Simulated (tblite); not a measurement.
# C4H9F2NSi3: the cost of one run

Computed with tblite 0.8.0 and PySCF 2.14.0, with density-fitted response routines of our own, on a single molecule in the gas phase. Atoms count from 0, in the outputs and in this text.

### Step 1. The starting structure

19 atoms, charge 0, multiplicity 1; geometry from: force field or distance geometry start.

Bonds of the start (Å): N0–C1 1.18, C1–C2 1.44, C2–C3 1.52, C3–F4 1.36, C3–F5 1.37, C3–Si6 1.83, Si6–C7 1.91, C7–Si8 1.90, Si8–Si9 2.29, Si9–Si6 2.28, C2–H10 1.10, C2–H11 1.10, Si6–H12 1.48, C7–H13 1.09, C7–H14 1.09, Si8–H15 1.49, Si8–H16 1.49, Si9–H17 1.49, Si9–H18 1.48.

### Step 2. Optimising the geometry with GFN2-xTB

What the job is given:

```
{"job": {"kind": "relax", "xc": "GFN2-xTB", "basis": "xTB"}, "charge": 0, "multiplicity": 1}
N      3.322700    -1.464000    -0.440200
C      2.387500    -1.426000    -1.152400
C      1.245800    -1.361900    -2.035300
C     -0.054500    -1.045200    -1.304200
F     -1.063500    -1.140700    -2.211300
F     -0.305400    -2.065500    -0.418000
Si    -0.240300     0.558000    -0.441400
C      0.596500     0.583700     1.277800
Si    -0.789400     1.631700     2.050900
Si    -2.277600     0.733800     0.564600
H      1.124400    -2.321900    -2.556000
H      1.409300    -0.613700    -2.819700
H      0.123900     1.742700    -1.252800
H      1.577000     1.056400     1.283900
H      0.665800    -0.404200     1.730500
H     -0.576400     3.090000     1.843500
H     -1.056900     1.301100     3.475200
H     -3.217400     1.699800    -0.066100
H     -2.881300    -0.544800     1.016600
```

On the command line:

```bash
$ OMP_NUM_THREADS=1 python probes_run.py task.json out
```

This one command runs all jobs of the session in turn.

Q: Estimate the wall time and peak memory of this first job on 1 thread of Arm Neoverse V2, shared host.

About 1.5 s, with a peak of 0.18 GiB.
